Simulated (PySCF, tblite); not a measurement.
# C7H11N: a rotation path, then NMR shifts on frames, part 2 of 2

tblite 0.8.0 and PySCF 2.14.0. Atoms count from 0. The steps go on from the part before.

## 5. NMR shieldings: image 4, PBE0/pcSseg-1

The job: settings as JSON, then the geometry in Å.

```
{"job": {"kind": "nmr", "xc": "PBE0", "basis": "pcSseg-1", "pop": false}, "charge": 0, "multiplicity": 1}
C     -1.949600    -0.784700     1.474100
N     -1.376000    -0.471700     0.407100
C     -1.348200     0.804300    -0.120100
C     -2.454200     1.468300    -0.448900
C      0.052700     1.299500    -0.418200
C      1.071600     0.315300     0.073600
C      1.715800    -0.533000    -0.709500
C      2.666800    -1.582700    -0.239600
H     -2.450700    -0.072500     2.136100
H     -1.936900    -1.822500     1.775500
H     -3.428500     1.054000    -0.253800
H     -2.416700     2.404300    -0.976900
H      0.184100     2.269900     0.068700
H      0.155500     1.442600    -1.495800
H      1.220000     0.286500     1.145900
H      1.555300    -0.496500    -1.779700
H      2.732100    -1.594700     0.845600
H      2.335400    -2.563900    -0.579500
H      3.661500    -1.413200    -0.652200
```

Method: GIAO PBE0/pcSseg-1 NMR shielding, non-relativistic, gas phase.

Output:

```text
coarse grid: 15488 points
cycle   1  E = -327.4920655824  dE =  1.019e+00  |g| = 4.677e-01  |ddm| = 3.874e+00
cycle   2  E = -327.4714869448  dE =  2.058e-02  |g| = 5.629e-01  |ddm| = 9.242e-01
cycle   3  E = -327.5499242343  dE = -7.844e-02  |g| = 1.159e-01  |ddm| = 5.277e-01
cycle   4  E = -327.5525520812  dE = -2.628e-03  |g| = 3.985e-02  |ddm| = 9.043e-02
cycle   5  E = -327.5528164814  dE = -2.644e-04  |g| = 1.818e-02  |ddm| = 4.136e-02
cycle   6  E = -327.5529009281  dE = -8.445e-05  |g| = 3.332e-03  |ddm| = 1.841e-02
cycle   7  E = -327.5529033100  dE = -2.382e-06  |g| = 1.114e-03  |ddm| = 3.775e-03
final grid: 148544 points
cycle   8  E = -327.6003485790  dE = -4.521e-05  |g| = 8.371e-03  |ddm| = 3.703e-02
cycle   9  E = -327.6003402698  dE =  8.309e-06  |g| = 1.025e-02  |ddm| = 1.717e-02
cycle  10  E = -327.6003654916  dE = -2.522e-05  |g| = 2.961e-03  |ddm| = 1.064e-02
cycle  11  E = -327.6003675108  dE = -2.019e-06  |g| = 2.166e-04  |ddm| = 2.185e-03
cycle  12  E = -327.6003675187  dE = -7.887e-09  |g| = 1.071e-04  |ddm| = 2.618e-04
cycle  13  E = -327.6003675213  dE = -2.635e-09  |g| = 3.466e-05  |ddm| = 1.142e-04
cycle  14  E = -327.6003675216  dE = -2.792e-10  |g| = 9.934e-06  |ddm| = 3.806e-05
converged SCF energy = -327.6003675216

GIAO shielding tensors (ppm)
atom      isotropic    diamagn.    paramagn.     s11        s22        s33       span
  0 C       38.983     254.888    -215.906    -42.575     31.992    127.531    170.106
  1 N     -159.884     332.173    -492.057   -500.906   -183.441    204.694    705.601
  2 C       19.089     256.160    -237.072    -93.201     29.374    121.093    214.294
  3 C       93.823     251.197    -157.374     19.067    102.289    160.112    141.045
  4 C      147.868     248.662    -100.794    133.685    145.374    164.545     30.860
  5 C       52.269     257.659    -205.389    -61.390     70.094    148.104    209.494
  6 C       49.250     256.201    -206.951    -62.828     61.941    148.636    211.464
  7 C      164.972     246.995     -82.023    152.446    156.053    186.418     33.972
  8 H       24.270      30.723      -6.453     21.631     24.674     26.505      4.873
  9 H       24.769      31.353      -6.583     22.927     24.479     26.902      3.975
 10 H       27.375      30.148      -2.772     24.227     26.277     31.622      7.395
 11 H       27.657      30.481      -2.824     25.520     26.470     30.980      5.461
 12 H       28.700      31.137      -2.437     24.890     28.418     32.792      7.902
 13 H       28.267      32.055      -3.788     24.530     29.059     31.214      6.684
 14 H       26.286      34.751      -8.464     23.813     25.938     29.108      5.294
 15 H       25.910      33.714      -7.804     23.552     24.357     29.820      6.268
 16 H       30.006      30.083      -0.076     26.585     29.440     33.994      7.409
 17 H       29.788      28.911       0.877     26.236     27.654     35.474      9.239
 18 H       29.815      26.783       3.031     25.840     27.602     36.001     10.161
```

It took 25 s on 1 thread of Arm Neoverse V1, shared host; peak memory 0.99 GiB.

Key values: δ C2 167.8, C0 147.9, C6 137.7, C5 134.7, H8 7.45, H9 6.95 ppm.

## 6. NMR shieldings: image 6, PBE0/pcSseg-1

The job: settings as JSON, then the geometry in Å.

```
{"job": {"kind": "nmr", "xc": "PBE0", "basis": "pcSseg-1", "pop": false}, "charge": 0, "multiplicity": 1}
C     -2.270800    -0.387900     1.844200
N     -1.423600    -0.335800     0.924700
C     -1.306100     0.695300     0.014600
C     -2.305400     1.064000    -0.783900
C      0.094200     1.258200    -0.085400
C      1.105200     0.176600     0.153200
C      1.788200    -0.424700    -0.805300
C      2.747000    -1.548900    -0.590200
H     -2.982700     0.408900     2.078300
H     -2.295300    -1.275200     2.461200
H     -3.278900     0.611200    -0.703100
H     -2.164700     1.781500    -1.572300
H      0.198900     2.043600     0.671000
H      0.227100     1.708700    -1.069600
H      1.211300    -0.145400     1.180400
H      1.665500    -0.102700    -1.832000
H      2.773300    -1.843900     0.455800
H      2.455200    -2.412300    -1.188100
H      3.751800    -1.261900    -0.901100
```

Level: GIAO PBE0/pcSseg-1 NMR shielding, non-relativistic, gas phase.

Output:

```text
coarse grid: 15488 points
cycle   1  E = -327.4969464070  dE =  1.015e+00  |g| = 4.641e-01  |ddm| = 3.873e+00
cycle   2  E = -327.4766076332  dE =  2.034e-02  |g| = 5.588e-01  |ddm| = 9.317e-01
cycle   3  E = -327.5540094879  dE = -7.740e-02  |g| = 1.141e-01  |ddm| = 5.319e-01
cycle   4  E = -327.5565538557  dE = -2.544e-03  |g| = 4.044e-02  |ddm| = 9.050e-02
cycle   5  E = -327.5568311109  dE = -2.773e-04  |g| = 1.807e-02  |ddm| = 4.263e-02
cycle   6  E = -327.5569149512  dE = -8.384e-05  |g| = 3.379e-03  |ddm| = 1.838e-02
cycle   7  E = -327.5569174236  dE = -2.472e-06  |g| = 1.137e-03  |ddm| = 3.704e-03
final grid: 148544 points
cycle   8  E = -327.6040104459  dE = -4.112e-05  |g| = 8.443e-03  |ddm| = 3.397e-02
cycle   9  E = -327.6040027668  dE =  7.679e-06  |g| = 1.015e-02  |ddm| = 1.706e-02
cycle  10  E = -327.6040277467  dE = -2.498e-05  |g| = 2.923e-03  |ddm| = 1.057e-02
cycle  11  E = -327.6040297313  dE = -1.985e-06  |g| = 2.096e-04  |ddm| = 2.200e-03
cycle  12  E = -327.6040297388  dE = -7.534e-09  |g| = 1.039e-04  |ddm| = 2.644e-04
cycle  13  E = -327.6040297413  dE = -2.466e-09  |g| = 3.285e-05  |ddm| = 1.104e-04
cycle  14  E = -327.6040297415  dE = -2.462e-10  |g| = 9.320e-06  |ddm| = 3.473e-05
converged SCF energy = -327.6040297415

GIAO shielding tensors (ppm)
atom      isotropic    diamagn.    paramagn.     s11        s22        s33       span
  0 C       37.900     254.329    -216.429    -44.808     30.812    127.698    172.506
  1 N     -153.684     332.932    -486.616   -488.081   -182.388    209.417    697.498
  2 C       17.303     256.606    -239.303    -93.271     24.687    120.493    213.764
  3 C       94.489     252.178    -157.688     27.510     97.430    158.528    131.018
  4 C      143.783     247.413    -103.631    127.598    144.120    159.630     32.031
  5 C       48.937     257.419    -208.483    -64.136     65.623    145.323    209.459
  6 C       53.710     256.406    -202.696    -56.323     67.873    149.581    205.904
  7 C      164.947     246.682     -81.736    152.809    155.550    186.481     33.671
  8 H       24.145      29.870      -5.725     21.559     24.370     26.507      4.947
  9 H       24.709      30.901      -6.192     22.827     24.588     26.711      3.884
 10 H       27.671      30.620      -2.949     24.389     26.886     31.740      7.351
 11 H       27.703      31.380      -3.677     25.425     26.808     30.874      5.449
 12 H       28.780      30.408      -1.628     25.438     27.825     33.077      7.639
 13 H       28.756      33.116      -4.360     25.504     29.596     31.168      5.664
 14 H       25.692      34.314      -8.622     23.467     24.519     29.090      5.622
 15 H       25.912      33.868      -7.956     23.886     24.238     29.612      5.726
 16 H       29.937      29.722       0.215     26.312     29.410     34.087      7.775
 17 H       29.809      28.613       1.196     26.147     27.680     35.600      9.453
 18 H       29.808      26.684       3.124     25.895     27.586     35.943     10.048
```

Wall time 24 s (1 thread of Arm Neoverse V1, shared host); peak memory 1 GiB.

In short: δ C2 169.6, C0 149.0, C5 138.0, C6 133.2, H8 7.57, H9 7.01 ppm.

## 7. Shielding tensors: image 8, PBE0/pcSseg-1

The job: settings as JSON, then the geometry in Å.

```
{"job": {"kind": "nmr", "xc": "PBE0", "basis": "pcSseg-1", "pop": false}, "charge": 0, "multiplicity": 1}
C     -2.684600     0.171400     2.062500
N     -1.608600    -0.020500     1.449300
C     -1.294400     0.568200     0.238400
C     -2.107600     0.537500    -0.815500
C      0.119400     1.091600     0.177200
C      1.077700    -0.060200     0.111300
C      1.923800    -0.274100    -0.881300
C      2.871700    -1.425100    -0.953200
H     -3.465300     0.867300     1.740800
H     -2.857300    -0.374400     2.979400
H     -3.089300     0.098800    -0.755000
H     -1.792000     0.897200    -1.778200
H      0.319400     1.673700     1.081700
H      0.235700     1.735700    -0.694600
H      1.021900    -0.746900     0.944700
H      1.968700     0.417200    -1.714200
H      2.761000    -2.074700    -0.088600
H      2.690000    -2.007500    -1.856300
H      3.900100    -1.066000    -0.996100
```

With the program's defaults for keys left out, this is: GIAO PBE0/pcSseg-1 NMR shielding, non-relativistic, gas phase.

Output:

```text
coarse grid: 15488 points
cycle   1  E = -327.5013359401  dE =  1.007e+00  |g| = 4.570e-01  |ddm| = 3.849e+00
cycle   2  E = -327.4828875990  dE =  1.845e-02  |g| = 5.453e-01  |ddm| = 8.858e-01
cycle   3  E = -327.5568110308  dE = -7.392e-02  |g| = 1.097e-01  |ddm| = 5.030e-01
cycle   4  E = -327.5591942763  dE = -2.383e-03  |g| = 3.976e-02  |ddm| = 8.797e-02
cycle   5  E = -327.5594694570  dE = -2.752e-04  |g| = 1.707e-02  |ddm| = 4.177e-02
cycle   6  E = -327.5595438203  dE = -7.436e-05  |g| = 3.524e-03  |ddm| = 1.783e-02
cycle   7  E = -327.5595466156  dE = -2.795e-06  |g| = 1.087e-03  |ddm| = 3.687e-03
final grid: 148544 points
cycle   8  E = -327.6077418605  dE = -4.888e-05  |g| = 8.725e-03  |ddm| = 3.917e-02
cycle   9  E = -327.6077347108  dE =  7.150e-06  |g| = 1.027e-02  |ddm| = 1.752e-02
cycle  10  E = -327.6077605503  dE = -2.584e-05  |g| = 2.904e-03  |ddm| = 1.051e-02
cycle  11  E = -327.6077625149  dE = -1.965e-06  |g| = 2.434e-04  |ddm| = 2.246e-03
cycle  12  E = -327.6077625260  dE = -1.104e-08  |g| = 1.059e-04  |ddm| = 3.350e-04
cycle  13  E = -327.6077625286  dE = -2.643e-09  |g| = 3.079e-05  |ddm| = 1.183e-04
cycle  14  E = -327.6077625288  dE = -2.037e-10  |g| = 1.088e-05  |ddm| = 3.209e-05
converged SCF energy = -327.6077625288

GIAO shielding tensors (ppm)
atom      isotropic    diamagn.    paramagn.     s11        s22        s33       span
  0 C       37.905     253.162    -215.257    -45.378     30.796    128.298    173.676
  1 N     -144.996     332.464    -477.460   -468.768   -185.817    219.597    688.365
  2 C       18.016     257.753    -239.737    -94.831     25.131    123.746    218.577
  3 C       90.769     254.839    -164.071     20.334     94.781    157.191    136.857
  4 C      139.930     245.780    -105.850    125.303    141.483    153.004     27.701
  5 C       47.695     257.788    -210.093    -64.952     65.999    142.038    206.990
  6 C       54.691     256.670    -201.979    -52.673     68.521    148.226    200.899
  7 C      164.780     246.765     -81.985    152.800    155.238    186.303     33.503
  8 H       24.049      29.597      -5.548     21.589     24.167     26.392      4.804
  9 H       24.728      29.516      -4.789     22.861     24.692     26.630      3.768
 10 H       27.463      31.704      -4.241     24.473     26.627     31.288      6.815
 11 H       27.529      33.082      -5.553     25.191     26.587     30.810      5.619
 12 H       28.962      30.583      -1.621     26.088     27.753     33.046      6.958
 13 H       28.935      33.289      -4.355     26.090     29.363     31.351      5.260
 14 H       25.220      34.022      -8.802     22.429     23.994     29.236      6.807
 15 H       25.928      33.999      -8.071     24.063     24.369     29.351      5.287
 16 H       29.918      29.614       0.304     26.249     29.422     34.081      7.832
 17 H       29.791      28.271       1.520     25.981     27.755     35.637      9.656
 18 H       29.809      26.702       3.107     26.000     27.523     35.903      9.903
```

It took 25 s on 1 thread of Arm Neoverse V1, shared host; peak memory 0.9 GiB.

Key values: δ C2 168.9, C0 149.0, C5 139.2, C6 132.2, H8 7.67, H9 6.99 ppm.

## 8. Run by run: NMR shifts

Shifts (ppm) of some atoms, chosen among heavy atoms and hydrogens apart, with basis size and wall time:

```
  frame     C0     C6     C5    C4   H14   H13     N1  functions  time
image 0  152.3  137.3  134.7  44.0  5.47  3.08  414.3        191  25 s
image 2  150.5  139.9  134.3  42.4  5.27  3.40  424.8        191  24 s
image 4  147.9  137.7  134.7  39.1  5.43  3.45  427.6        191  25 s
image 6  149.0  133.2  138.0  43.1  6.02  2.96  421.4        191  24 s
image 8  149.0  132.2  139.2  47.0  6.50  2.78  412.7        191  25 s
```

## 9. What came out

What follows sums up all 2 parts.

| quantity | value |
| --- | --- |
| barrier | 0.097 eV (2.2 kcal/mol) at image 4 |
| end to end (GFN2-xTB) | 0.007 eV |
| ¹³C shifts against TMS (PBE0/pcSseg-1, image 0) | 166.7, 152.3, 137.3, 134.7, 94.4, 44.0, 22.0 ppm |
| ¹H shifts against TMS (PBE0/pcSseg-1, image 0) | 7.45, 7.02, 5.66, 5.47, 4.13, 4.06, 3.08, 2.95, 1.86, 1.82, 1.63 ppm |
| ¹⁵N shifts against NH3 (PBE0/pcSseg-1, image 0) | 414.3 ppm |
| range of the shift of N1 | 412.7 to 427.6 ppm |

Along the band the dihedral turns by 150°, and the top (dihedral -6°) lies 2.2 kcal/mol above the start (GFN2-xTB, rough), so at room temperature this motion is fast. Ends this close can change order at a higher level. The top was not checked by a frequency run. Shifts at one fixed geometry are not the observed spectrum, which averages over the motion. In the first frame run (image 0): The largest span, 667 ppm, is at N1, where the paramagnetic term is -477 ppm. Across the 5 runs the shift of N1 moves most, between 412.7 (image 8) and 427.6 ppm (image 4).
